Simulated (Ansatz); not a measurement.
# CH₂FNSi: one molecule under many settings

Aim: run CH₂FNSi under a spread of inputs, and see what each costs and gives.

Method: the settings change from run to run; program: Ansatz 0.2.0, Gaussian basis.

**1. The molecule**

The structure was relaxed beforehand with PBE0-D4 in a triple-zeta def2 set.

SMILES `FC1=N[SiH2]1`, 6 atoms, charge 0, spin multiplicity 1.

Atoms are counted from 1 here; the program's logs count them from 0.

Bond lengths: F1–C2 1.314 Å, C2–N3 1.261 Å, C2–Si4 1.766 Å, N3–Si4 1.801 Å, Si4–H5 1.477 Å, Si4–H6 1.477 Å. Angles: F1–C2–N3 128.8°, F1–C2–Si4 160.4°, N3–C2–Si4 70.8°, C2–N3–Si4 67.8°, C2–Si4–N3 41.4°, C2–Si4–H5 122.2°, C2–Si4–H6 122.2°, N3–Si4–H5 118.8°, N3–Si4–H6 118.8°, H5–Si4–H6 113.7°.

**2. SVWN5/def2-TZVPD**

Options: charge +1, multiplicity 2.

The input, in.yaml:

```yaml
crystal:
  periodic: [false, false, false]
  atoms:
    - {symbol: F, position_ang: [1.423081, -1.608338, 0.851535]}
    - {symbol: C, position_ang: [0.512982, -0.815358, 0.333647]}
    - {symbol: N, position_ang: [-0.624058, -1.110874, -0.124507]}
    - {symbol: Si, position_ang: [-0.284402, 0.654599, -0.233932]}
    - {symbol: H, position_ang: [0.001747, 1.243412, -1.557545]}
    - {symbol: H, position_ang: [-0.987252, 1.572658, 0.684601]}
basis:
  gaussian: {orbitals: def2-TZVPD}
total_charge: 1
magnetization: {spin_polarized: true, initial_magnetization: 1}
hamiltonian: {xc: {name: SVWN5}}
```

The run is started by

```sh
$ ansatz run in.yaml --threads 2 --pin off --events-out ev --progress --plain --max-ram 4352MiB
```

What it wrote:

```text
Functional definition: SVWN5
  name "SVWN5"
  cite "Dirac, Proc. Camb. Phil. Soc. 26, 376 (1930) doi:10.1017/S0305004100016108"
  cite "Slater, Phys. Rev. 81, 385 (1951) doi:10.1103/PhysRev.81.385"
  cite "Vosko, Wilk & Nusair, Can. J. Phys. 58, 1200 (1980) doi:10.1139/p80-159"
  exchange = slater_x
  correlation = vwn5_c
927 factors; their error is unknown
mean field evaluation 1: about -13052.0022 eV, gradient 6.8e1 eV
mean field evaluation 2: about -12756.7941 eV, gradient 2.1e2 eV
mean field evaluation 4: about -13056.8011 eV, gradient 7.0e1 eV
mean field evaluation 8: about -13074.6512 eV, gradient 5.4e-1 eV
mean field evaluation 16: about -13074.6414 eV, gradient 3.3e-3 eV
mean field -13074.64138269 eV, -480.4842085035 hartree, gradient 3.0e-5 eV, S^2 0.752176; 1 other end points of the search recorded, 0 dependent functions left out
reference -13074.64142611 eV, -480.4842100992 hartree; 19, 18 occupied and 156, 157 virtual orbitals, 927 factors
Total energy: -13074.64142611 eV, -480.4842100992 hartree
```

Wall time 2.1 s (2 threads of AMD EPYC 7R32, shared host); peak memory 0.32 GiB.

⟨S²⟩ 0.752.

**3. SPW92/cc-pVTZ**

This run has atoms shaken by 0.08 Å.

The input, in.yaml:

```yaml
crystal:
  periodic: [false, false, false]
  atoms:
    - {symbol: F, position_ang: [1.495688, -1.726211, 0.789025]}
    - {symbol: C, position_ang: [0.513847, -0.884588, 0.394225]}
    - {symbol: N, position_ang: [-0.673773, -1.210864, -0.265810]}
    - {symbol: Si, position_ang: [-0.235427, 0.585832, -0.373532]}
    - {symbol: H, position_ang: [0.058454, 1.123285, -1.468918]}
    - {symbol: H, position_ang: [-0.910461, 1.529442, 0.647480]}
basis:
  gaussian: {orbitals: cc-pVTZ}
hamiltonian: {xc: {name: SPW92}}
output: {forces: true}
```

Same command.

What it wrote (excerpt; [...] marks lines left out):

```text
Functional definition: SPW92
  name "SPW92"
  cite "Dirac, Proc. Camb. Phil. Soc. 26, 376 (1930) doi:10.1017/S0305004100016108"
  cite "Slater, Phys. Rev. 81, 385 (1951) doi:10.1103/PhysRev.81.385"
  cite "Perdew & Wang, Phys. Rev. B 45, 13244 (1992) doi:10.1103/PhysRevB.45.13244"
[...]
880 factors; their error is unknown
[...]
mean field -13082.77185686 eV, -480.7829979185 hartree, gradient 2.6e-5 eV, S^2 0.000000; 0 other end points of the search recorded, 0 dependent functions left out
[...]
reference -13082.77188528 eV, -480.7829989626 hartree; 19, 19 occupied and 133, 133 virtual orbitals, 880 factors
Total energy: -13082.77188528 eV, -480.7829989626 hartree
Atom 0 at     1.495688    -1.726211     0.789025 Å, force    -1.644133     1.126002    -0.269054 eV/Å
Atom 1 at     0.513847    -0.884588     0.394225 Å, force    -3.103143    -1.819132    -3.180723 eV/Å
Atom 2 at    -0.673773    -1.210864    -0.265810 Å, force     4.798729     1.616939     2.643317 eV/Å
Atom 3 at    -0.235427     0.585832    -0.373532 Å, force    -2.099272    -3.385357     7.666567 eV/Å
Atom 4 at     0.058454     1.123285    -1.468918 Å, force     1.738869     2.840969    -6.181492 eV/Å
Atom 5 at    -0.910461     1.529442     0.647480 Å, force     0.308951    -0.379421    -0.678615 eV/Å
Dipole moment:     0.083903     0.533040    -0.131938 e Å
```

Wall time 0.95 s (2 threads of AMD EPYC 7R32, shared host); peak memory 0.32 GiB.

Largest force 8.640 eV/Å, dipole 2.67 D.

**4. SVWN5/def2-TZVP**

This run has relativity set to none, high accuracy, the search for lower states set to light.

The input, in.yaml:

```yaml
crystal:
  periodic: [false, false, false]
  atoms:
    - {symbol: F, position_ang: [1.423081, -1.608338, 0.851535]}
    - {symbol: C, position_ang: [0.512982, -0.815358, 0.333647]}
    - {symbol: N, position_ang: [-0.624058, -1.110874, -0.124507]}
    - {symbol: Si, position_ang: [-0.284402, 0.654599, -0.233932]}
    - {symbol: H, position_ang: [0.001747, 1.243412, -1.557545]}
    - {symbol: H, position_ang: [-0.987252, 1.572658, 0.684601]}
basis:
  gaussian: {orbitals: def2-TZVP}
hamiltonian: {xc: {name: SVWN5}, pseudopotentials: {relativity: none}}
accuracy: high
scf: {lower_state_search: light}
```

The command is unchanged.

What it wrote:

```text
Functional definition: SVWN5
  name "SVWN5"
  cite "Dirac, Proc. Camb. Phil. Soc. 26, 376 (1930) doi:10.1017/S0305004100016108"
  cite "Slater, Phys. Rev. 81, 385 (1951) doi:10.1103/PhysRev.81.385"
  cite "Vosko, Wilk & Nusair, Can. J. Phys. 58, 1200 (1980) doi:10.1139/p80-159"
  exchange = slater_x
  correlation = vwn5_c
2448 factors; integrals over basis functions are off by at most 3.7e-9 eV
mean field evaluation 1: about -13075.5528 eV, gradient 6.6e1 eV
mean field evaluation 2: about -13002.2951 eV, gradient 1.5e2 eV
mean field evaluation 4: about -13083.7298 eV, gradient 2.1e1 eV
mean field evaluation 8: about -13084.6322 eV, gradient 8.6e-1 eV
mean field evaluation 16: about -13084.6274 eV, gradient 8.9e-5 eV
mean field -13084.62741735 eV, -480.8511885088 hartree, gradient 3.1e-8 eV, S^2 0.000000; 0 other end points of the search recorded, 0 dependent functions left out
reference -13084.62742055 eV, -480.8511886261 hartree; 19, 19 occupied and 123, 123 virtual orbitals, 2448 factors
Total energy: -13084.62742055 eV, -480.8511886261 hartree
```

It took 3.7 s on 2 threads of AMD EPYC 7R32, shared host; peak memory 0.42 GiB.

**5. r2SCAN0/ANO-RCC-VTZP**

Set apart from the defaults: multiplicity 3.

in.yaml, as its differences from that of step 4:

```diff
@@ -10,5 +10,5 @@
 basis:
-  gaussian: {orbitals: def2-TZVP}
-hamiltonian: {xc: {name: SVWN5}, pseudopotentials: {relativity: none}}
-accuracy: high
-scf: {lower_state_search: light}
+  gaussian: {orbitals: ANO-RCC-VTZP}
+magnetization: {spin_polarized: true, initial_magnetization: 2}
+hamiltonian: {xc: {name: r2SCAN0}}
+output: {forces: true}
```

Launched as before.

What it wrote (excerpt; [...] marks lines left out):

```text
Functional definition: r2SCAN0
  name "r2SCAN0"
  cite "Bursch, Neugebauer, Ehlert & Grimme, J. Chem. Phys. 156, 134105 (2022) doi:10.1063/5.0086040"
  cite "Furness, Kaplan, Ning, Perdew & Sun, J. Phys. Chem. Lett. 11, 8208 (2020) doi:10.1021/acs.jpclett.0c02405"
  cite "Furness, Kaplan, Ning, Perdew & Sun, J. Phys. Chem. Lett. 11, 9248 (2020) doi:10.1021/acs.jpclett.0c03077"
  parent r2scan
[...]
1138 factors; their error is unknown
[...]
mean field -13166.75677387 eV, -483.8693866915 hartree, gradient 1.9e-7 eV, S^2 2.017875; 4 other end points of the search recorded, 0 dependent functions left out
[...]
reference -13166.75679088 eV, -483.8693873167 hartree; 20, 18 occupied and 132, 134 virtual orbitals, 1138 factors
Total energy: -13166.75679088 eV, -483.8693873167 hartree
Relativity: scalar
Atom 0 at     1.423081    -1.608338     0.851535 Å, force     0.780887     0.353862     0.292355 eV/Å
Atom 1 at     0.512982    -0.815358     0.333647 Å, force     4.664367    -0.853472     2.183108 eV/Å
Atom 2 at    -0.624058    -1.110874    -0.124507 Å, force    -4.705290     0.718372    -2.181104 eV/Å
Atom 3 at    -0.284402     0.654599    -0.233932 Å, force    -0.722189    -0.264374    -0.279826 eV/Å
Atom 4 at     0.001747     1.243412    -1.557545 Å, force    -0.057746     0.039055     0.103426 eV/Å
Atom 5 at    -0.987252     1.572658     0.684601 Å, force     0.039970     0.006556    -0.117959 eV/Å
Dipole moment:    -0.074474     0.621418    -0.124091 e Å
```

It took 38 s on 2 threads of AMD EPYC 7R32, shared host; peak memory 0.66 GiB.

Largest force 5.236 eV/Å, dipole 3.06 D, ⟨S²⟩ 2.018.

**6. revPBE0/cc-pVTZ-DK**

Set apart from the defaults: unrestricted orbitals, D3(BJ) with three-body dispersion.

in.yaml, as its differences from that of step 5:

```diff
@@ -10,5 +10,5 @@
 basis:
-  gaussian: {orbitals: ANO-RCC-VTZP}
-magnetization: {spin_polarized: true, initial_magnetization: 2}
-hamiltonian: {xc: {name: r2SCAN0}}
+  gaussian: {orbitals: cc-pVTZ-DK}
+magnetization: {spin_polarized: true, initial_magnetization: 0}
+hamiltonian: {xc: {name: revPBE0}, dispersion: d3bjatm}
 output: {forces: true}
```

Launched as before.

What it wrote (excerpt; [...] marks lines left out):

```text
Functional definition: revPBE0
  name "revPBE0"
  cite "Zhang & Yang, Phys. Rev. Lett. 80, 890 (1998) doi:10.1103/PhysRevLett.80.890"
  cite "Adamo & Barone, J. Chem. Phys. 110, 6158 (1999) doi:10.1063/1.478522"
  cite "Perdew, Burke & Ernzerhof, Phys. Rev. Lett. 77, 3865 (1996) doi:10.1103/PhysRevLett.77.3865"
[...]
903 factors; their error is unknown
[...]
mean field -13170.46667147 eV, -484.0057229134 hartree, gradient 3.6e-5 eV, S^2 0.000000; 0 other end points of the search recorded, 0 dependent functions left out
[...]
reference -13170.46670009 eV, -484.0057239653 hartree; 19, 19 occupied and 133, 133 virtual orbitals, 903 factors
Total energy: -13170.69846465 eV, -484.0142411559 hartree
Relativity: scalar
Atom 0 at     1.423081    -1.608338     0.851535 Å, force     0.139730    -0.100255     0.076355 eV/Å
Atom 1 at     0.512982    -0.815358     0.333647 Å, force     0.141426     0.006455     0.061428 eV/Å
Atom 2 at    -0.624058    -1.110874    -0.124507 Å, force    -0.257273    -0.275522    -0.073014 eV/Å
Atom 3 at    -0.284402     0.654599    -0.233932 Å, force    -0.002964     0.305995    -0.046243 eV/Å
Atom 4 at     0.001747     1.243412    -1.557545 Å, force     0.008963     0.025201    -0.053285 eV/Å
Atom 5 at    -0.987252     1.572658     0.684601 Å, force    -0.029883     0.038127     0.034759 eV/Å
Dipole moment:     0.029577     0.532446    -0.065140 e Å
```

Run time: 3.4 s. Hardware: 2 threads of AMD EPYC 7R32, shared host; peak memory 0.36 GiB.

Largest force 0.384 eV/Å, dipole 2.58 D, ⟨S²⟩ 0.000.

**7. r2SCAN0/ANO-RCC-VTZP**

This run has D4 dispersion, the search for lower states set to off.

in.yaml, as its differences from that of step 6:

```diff
@@ -10,5 +10,4 @@
 basis:
-  gaussian: {orbitals: cc-pVTZ-DK}
-magnetization: {spin_polarized: true, initial_magnetization: 0}
-hamiltonian: {xc: {name: revPBE0}, dispersion: d3bjatm}
-output: {forces: true}
+  gaussian: {orbitals: ANO-RCC-VTZP}
+hamiltonian: {xc: {name: r2SCAN0}, dispersion: d4}
+scf: {lower_state_search: off}
```

The command is unchanged.

What it wrote (excerpt; [...] marks lines left out):

```text
Functional definition: r2SCAN0
  name "r2SCAN0"
  cite "Bursch, Neugebauer, Ehlert & Grimme, J. Chem. Phys. 156, 134105 (2022) doi:10.1063/5.0086040"
  cite "Furness, Kaplan, Ning, Perdew & Sun, J. Phys. Chem. Lett. 11, 8208 (2020) doi:10.1021/acs.jpclett.0c02405"
  cite "Furness, Kaplan, Ning, Perdew & Sun, J. Phys. Chem. Lett. 11, 9248 (2020) doi:10.1021/acs.jpclett.0c03077"
  parent r2scan
[...]
1138 factors; their error is unknown
[...]
mean field -13170.85074638 eV, -484.0198374063 hartree, gradient 1.7e-6 eV, S^2 0.000000; 0 other end points of the search recorded, 0 dependent functions left out
reference -13170.85076016 eV, -484.0198379127 hartree; 19, 19 occupied and 133, 133 virtual orbitals, 1138 factors
Total energy: -13170.87886392 eV, -484.0208707068 hartree
Relativity: scalar
Checks for a lower state left out: stability, starts, cluster_reference, orbital_swaps, neighbouring_geometries, increment
```

Run time: 3.1 s. Hardware: 2 threads of AMD EPYC 7R32, shared host; peak memory 0.32 GiB.

**8. rPW86-PBE/ANO-RCC-VTZP**

Set apart from the defaults: unrestricted orbitals, D3(BJ) dispersion, relativity set to none.

in.yaml, as its differences from that of step 7:

```diff
@@ -11,3 +11,4 @@
   gaussian: {orbitals: ANO-RCC-VTZP}
-hamiltonian: {xc: {name: r2SCAN0}, dispersion: d4}
-scf: {lower_state_search: off}
+magnetization: {spin_polarized: true, initial_magnetization: 0}
+hamiltonian: {xc: {name: rPW86-PBE}, dispersion: d3bj, pseudopotentials: {relativity: none}}
+output: {forces: true}
```

The command is unchanged.

What it wrote (excerpt; [...] marks lines left out):

```text
Functional definition: rPW86-PBE
  name "rPW86-PBE"
  cite "Murray, Lee & Langreth, J. Chem. Theory Comput. 5, 2754 (2009) doi:10.1021/ct900365q"
  cite "Perdew, Burke & Ernzerhof, Phys. Rev. Lett. 77, 3865 (1996) doi:10.1103/PhysRevLett.77.3865"
  parent pbe
[...]
1108 factors; their error is unknown
[...]
mean field -13169.14176993 eV, -483.9570336801 hartree, gradient 1.4e-5 eV, S^2 0.000000; 0 other end points of the search recorded, 0 dependent functions left out
[...]
reference -13169.14189706 eV, -483.9570383519 hartree; 19, 19 occupied and 133, 133 virtual orbitals, 1108 factors
WARN: the results are in doubt because the basis set is contracted for relativity, which is off
Total energy: -13169.24516247 eV, -483.9608332857 hartree
Atom 0 at     1.423081    -1.608338     0.851535 Å, force     0.852858    -0.689275     0.477409 eV/Å
Atom 1 at     0.512982    -0.815358     0.333647 Å, force     0.025684     0.449132    -0.054629 eV/Å
Atom 2 at    -0.624058    -1.110874    -0.124507 Å, force    -0.803187    -0.730853    -0.246955 eV/Å
Atom 3 at    -0.284402     0.654599    -0.233932 Å, force    -0.028124     0.900215    -0.144599 eV/Å
Atom 4 at     0.001747     1.243412    -1.557545 Å, force     0.007985     0.024873    -0.087242 eV/Å
Atom 5 at    -0.987252     1.572658     0.684601 Å, force    -0.055215     0.045907     0.056016 eV/Å
Dipole moment:     0.021483     0.521978    -0.067173 e Å
In doubt: the basis set is contracted for relativity, which is off
```

Wall time 9.5 s (2 threads of AMD EPYC 7R32, shared host); peak memory 0.33 GiB.

Largest force 1.196 eV/Å, dipole 2.53 D, ⟨S²⟩ 0.000. The log holds a warning on this run.

**9. wB97M-V/def2-TZVP**

Options: a point charge of 1.00 e beside it.

in.yaml, as its differences from that of step 8:

```diff
@@ -10,5 +10,4 @@
 basis:
-  gaussian: {orbitals: ANO-RCC-VTZP}
-magnetization: {spin_polarized: true, initial_magnetization: 0}
-hamiltonian: {xc: {name: rPW86-PBE}, dispersion: d3bj, pseudopotentials: {relativity: none}}
+  gaussian: {orbitals: def2-TZVP, point_charges: [{charge: 1.00, position_ang: [4.879, 0.803, 0.214]}]}
+hamiltonian: {xc: {name: wB97M-V}}
 output: {forces: true}
```

The command is unchanged.

What it wrote (excerpt; [...] marks lines left out):

```text
Functional definition: wB97M-V
  name "wB97M-V"
  cite "Mardirossian & Head-Gordon, J. Chem. Phys. 144, 214110 (2016) doi:10.1063/1.4952647"
  cite "Becke, J. Chem. Phys. 107, 8554 (1997) doi:10.1063/1.475007"
  cite "Vydrov & Van Voorhis, J. Chem. Phys. 133, 244103 (2010) doi:10.1063/1.3521275"
  # Of w^i u^j: cxij and so on, Table III.
[...]
  gx(w, u) = 1 - cx + cx01*u + cx10*w
  gss(w, u) = css00 + css04*u^4 + css10*w + css20*w^2 + css43*w^4*u^3
  gos(w, u) = cos00 + cos10*w + (cos20 + cos21*u)*w^2 + (cos60 + cos61*u)*w^6
[...]
      + integral(e_c_pw_mod_opposite_spin*gos(b97_w_opposite, b97_u_opposite)) + vv10(b, c)
831 factors; their error is unknown
190 factors; integrals over basis functions are off by at most 1.2e-5 eV
[...]
mean field -13152.69742903 eV, -483.3527152982 hartree, gradient 6.1e-5 eV, S^2 0.000000; 0 other end points of the search recorded, 0 dependent functions left out
[...]
reference -13152.69746982 eV, -483.3527167974 hartree; 19, 19 occupied and 123, 123 virtual orbitals, 831 factors
Total energy: -13152.69746982 eV, -483.3527167974 hartree
Atom 0 at     1.423081    -1.608338     0.851535 Å, force     0.554515    -0.420133     0.269091 eV/Å
Atom 1 at     0.512982    -0.815358     0.333647 Å, force    -0.598989     0.216257    -0.345437 eV/Å
Atom 2 at    -0.624058    -1.110874    -0.124507 Å, force     0.407598     0.229220     0.133555 eV/Å
Atom 3 at    -0.284402     0.654599    -0.233932 Å, force    -0.541312     0.231786    -0.116671 eV/Å
Atom 4 at     0.001747     1.243412    -1.557545 Å, force     0.045911    -0.071674     0.156212 eV/Å
Atom 5 at    -0.987252     1.572658     0.684601 Å, force     0.155118    -0.114719    -0.118341 eV/Å
Dipole moment:    -0.179424     0.568869    -0.096393 e Å
```

Run time: 4.9 s. Hardware: 2 threads of AMD EPYC 7R32, shared host; peak memory 0.32 GiB.

Largest force 0.746 eV/Å, dipole 2.90 D.

**10. wB97X/STO-3G**

Set apart from the defaults: charge +1, multiplicity 2, density fitting with cc-pVTZ-jkfit.

in.yaml, as its differences from that of step 9:

```diff
@@ -10,4 +10,6 @@
 basis:
-  gaussian: {orbitals: def2-TZVP, point_charges: [{charge: 1.00, position_ang: [4.879, 0.803, 0.214]}]}
-hamiltonian: {xc: {name: wB97M-V}}
+  gaussian: {orbitals: STO-3G, fitting: {mean_field: cc-pVTZ-jkfit}}
+total_charge: 1
+magnetization: {spin_polarized: true, initial_magnetization: 1}
+hamiltonian: {xc: {name: wB97X}}
 output: {forces: true}
```

Launched as before.

What it wrote (excerpt; [...] marks lines left out):

```text
Functional definition: wB97X
  name "wB97X"
  cite "Chai & Head-Gordon, J. Chem. Phys. 128, 084106 (2008) doi:10.1063/1.2834918"
  cite "Becke, J. Chem. Phys. 107, 8554 (1997) doi:10.1063/1.475007"
[...]
  # The coefficients of nought are those of the uniform gas.
[...]
      + exact_x_lr(omega)
[...]
      + integral(e_c_pw_opposite_spin*poly(b97_u_opposite, 1, cos1, cos2, cos3, cos4))
418 factors; integrals over basis functions are off by at most 8.5e-4 eV
418 factors; integrals over basis functions are off by at most 3.0e-7 eV
[...]
mean field -12980.26325922 eV, -477.0158764377 hartree, gradient 1.3e-5 eV, S^2 0.759340; 2 other end points of the search recorded, 0 dependent functions left out
[...]
reference -12980.26324633 eV, -477.0158759642 hartree; 19, 18 occupied and 7, 8 virtual orbitals, 418 factors
Total energy: -12980.26324633 eV, -477.0158759642 hartree
Atom 0 at     1.423081    -1.608338     0.851535 Å, force     1.112391     0.417168     0.429418 eV/Å
Atom 1 at     0.512982    -0.815358     0.333647 Å, force     4.902054    -3.858601     2.728897 eV/Å
Atom 2 at    -0.624058    -1.110874    -0.124507 Å, force    -4.177887    -0.443798    -1.777690 eV/Å
Atom 3 at    -0.284402     0.654599    -0.233932 Å, force    -2.369397     5.171860    -1.804593 eV/Å
Atom 4 at     0.001747     1.243412    -1.557545 Å, force     0.127473    -0.597056     0.526996 eV/Å
Atom 5 at    -0.987252     1.572658     0.684601 Å, force     0.405366    -0.689573    -0.103028 eV/Å
Dipole moment:    -0.070209     0.579434    -0.116055 e Å
```

It took 2 s on 2 threads of AMD EPYC 7R32, shared host; peak memory 0.32 GiB.

Largest force 6.809 eV/Å, ⟨S²⟩ 0.759.

**11. The runs in one table**

| level | charge | multiplicity | geometry | functions | energy (eV) | time |
| --- | --- | --- | --- | --- | --- | --- |
| SVWN5/def2-TZVPD | 1 | 2 | relaxed | 175 | -13074.641 | 2.1 s |
| SPW92/cc-pVTZ | 0 | 1 | shaken | 152 | -13082.772 | 0.95 s |
| SVWN5/def2-TZVP | 0 | 1 | relaxed | 142 | -13084.627 | 3.7 s |
| r2SCAN0/ANO-RCC-VTZP | 0 | 3 | relaxed | 152 | -13166.757 | 38 s |
| revPBE0/cc-pVTZ-DK | 0 | 1 | relaxed | 152 | -13170.698 | 3.4 s |
| r2SCAN0/ANO-RCC-VTZP | 0 | 1 | relaxed | 152 | -13170.879 | 3.1 s |
| rPW86-PBE/ANO-RCC-VTZP | 0 | 1 | relaxed | 152 | -13169.245 | 9.5 s |
| wB97M-V/def2-TZVP | 0 | 1 | relaxed, point charge | 142 | -13152.697 | 4.9 s |
| wB97X/STO-3G | 1 | 2 | relaxed | 26 | -12980.263 | 2 s |

**12. Outcome**

```
                                         quantity                       value
                                             runs                           9
                                         quickest       SPW92/cc-pVTZ, 0.95 s
                                          slowest  r2SCAN0/ANO-RCC-VTZP, 38 s
spread of total energies, same state and geometry                     86.3 eV
```

In words: Run time spans a factor of 39, from SPW92/cc-pVTZ to r2SCAN0/ANO-RCC-VTZP. The jobs differ in tasks and options as well as level. Total energies at one charge and spin differ by 86 eV between levels, so only differences within one level mean anything. Some of these runs are scalar-relativistic and others not, which shifts the totals of all-electron atoms past neon by eV; core potentials, where a basis has them, take the core out of the total altogether. At the PBE0-D4/def2-TZVP geometry and in the same state, runs without warnings or point charges leave forces up to 0.38 eV/Å (revPBE0/cc-pVTZ-DK), against 8.6 eV/Å where the atoms were moved.
